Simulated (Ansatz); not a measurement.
# C₃H₉NO₃W: a ladder of functionals and wavefunction methods

One table from this session's results is given with a row withheld; the runs are named, their logs left out.

Computed with Ansatz 0.2.0, Gaussian basis. Level: functionals in def2-TZVPP, the program's frozen cores in correlated methods.

The runs, in order: LDA (SPW92), PBE-D4, revPBE-D4, BLYP-D4, r2SCAN-D4, B97M-V, PBE0-D4, B3LYP-D4, r2SCANh-D4, r2SCAN0-D4, HSE06-D4, BHLYP-D4, CAM-B3LYP-D4, LC-ωPBE, ωB97X-V, ωB97M-V, B2PLYP, PBE-QIDH; CCSD(T)/def2-SVP; CCSD(T)/def2-TZVPP; MP2/def2-QZVPP; extrapolation to the limit; RPA on PBE.

## The geometry

An earlier PBE0-D4 in a triple-zeta def2 set relaxation fixed the geometry. W takes the def2 core potential; no spin-orbit term is included.

SMILES `C[O][W](=[O])(=[O])[N](C)C`, 17 atoms, charge 0, spin multiplicity 1.

Atoms are counted from 1 here; the program's logs count them from 0.

Bond lengths: C1–O2 1.406 Å, C1–H9 1.092 Å, C1–H10 1.094 Å, C1–H11 1.094 Å, O2–W3 1.877 Å, W3–O4 1.714 Å, W3–O5 1.714 Å, W3–N6 1.934 Å, N6–C7 1.449 Å, N6–C8 1.449 Å, C7–H12 1.090 Å, C7–H13 1.096 Å, C7–H14 1.097 Å, C8–H15 1.090 Å, C8–H16 1.097 Å, C8–H17 1.096 Å. Angles: O2–C1–H9 108.6°, O2–C1–H10 110.7°, O2–C1–H11 110.7°, H9–C1–H10 108.9°, H9–C1–H11 108.9°, H10–C1–H11 109.1°, C1–O2–W3 136.7°, O2–W3–O4 109.9°, O2–W3–O5 109.8°, O2–W3–N6 108.6°, O4–W3–O5 110.6°, O4–W3–N6 109.0°, O5–W3–N6 109.0°, W3–N6–C7 123.2°, W3–N6–C8 123.1°, C7–N6–C8 113.5°, N6–C7–H12 110.9°, N6–C7–H13 110.5° and more.

Set-up of the first run:

Input file in.yaml:

```yaml
crystal:
  periodic: [false, false, false]
  atoms:
    - {symbol: C, position_ang: [2.694992, -0.221839, -1.880097]}
    - {symbol: O, position_ang: [1.625827, -0.194592, -0.968136]}
    - {symbol: W, position_ang: [-0.154719, 0.399019, -0.967686]}
    - {symbol: O, position_ang: [-1.049099, -0.441722, -2.164199]}
    - {symbol: O, position_ang: [-0.204259, 2.088572, -1.253219]}
    - {symbol: N, position_ang: [-0.925639, 0.031763, 0.767109]}
    - {symbol: C, position_ang: [-1.659293, -1.180753, 1.068907]}
    - {symbol: C, position_ang: [-0.926294, 0.991547, 1.852723]}
    - {symbol: H, position_ang: [3.556210, -0.684248, -1.392319]}
    - {symbol: H, position_ang: [2.432218, -0.807996, -2.765866]}
    - {symbol: H, position_ang: [2.964904, 0.792480, -2.189117]}
    - {symbol: H, position_ang: [-1.677761, -1.848612, 0.207452]}
    - {symbol: H, position_ang: [-1.194766, -1.711049, 1.908705]}
    - {symbol: H, position_ang: [-2.695020, -0.946037, 1.343387]}
    - {symbol: H, position_ang: [-0.410189, 1.907051, 1.562736]}
    - {symbol: H, position_ang: [-1.953466, 1.251869, 2.136146]}
    - {symbol: H, position_ang: [-0.423656, 0.574527, 2.733475]}
basis:
  gaussian: {orbitals: def2-TZVPP}
hamiltonian: {xc: lda}
output: {orbitals: {seedname: orbitals}}
```

Run with:

```
> ansatz run in.yaml --threads 2 --pin off --events-out ev --progress --plain --max-ram 22528MiB --backend cuda --devices 0, --max-vram 18GiB
```

Steps of the session up to this table: LDA; PBE-D4 (GGA); revPBE-D4 (GGA); BLYP-D4 (GGA); r2SCAN-D4 (meta-GGA); B97M-V (meta-GGA); PBE0-D4 (hybrid); B3LYP-D4 (hybrid); r2SCANh-D4 (hybrid); r2SCAN0-D4 (hybrid); HSE06-D4 (hybrid); BHLYP-D4 (hybrid); CAM-B3LYP-D4 (range-separated); LC-ωPBE (range-separated); ωB97X-V (range-separated); ωB97M-V (range-separated); B2PLYP (double hybrid); PBE-QIDH (double hybrid).

One table of the session follows, with a row left open; its other results are not shown here.

It belongs to the step «Frontier levels by functional». 

| functional | HOMO (eV) | gap (eV) |
| --- | --- | --- |
| LDA (SPW92) | -6.17 | 4.20 |
| PBE-D4 | -6.01 | 4.27 |
| revPBE-D4 | -5.95 | 4.30 |
| BLYP-D4 | -5.91 | 4.28 |
| r2SCAN-D4 | -6.27 | 4.65 |
| B97M-V | ? | ? |
| PBE0-D4 | -7.33 | 6.38 |
| B3LYP-D4 | -7.13 | 5.94 |
| r2SCANh-D4 | -6.77 | 5.44 |
| r2SCAN0-D4 | -7.52 | 6.63 |
| HSE06-D4 | -6.93 | 5.60 |
| BHLYP-D4 | -8.60 | 8.54 |
| CAM-B3LYP-D4 | -8.69 | 8.79 |
| LC-ωPBE | -9.98 | 11.25 |
| ωB97X-V | -9.66 | 10.82 |
| ωB97M-V | -9.58 | 10.66 |

Q: Estimate the row for B97M-V from the others.

**Answer.** HOMO (eV): -6.39; gap (eV): 4.78. In the column «HOMO (eV)» it lies between r2SCANh-D4 (-6.77) and r2SCAN-D4 (-6.27).
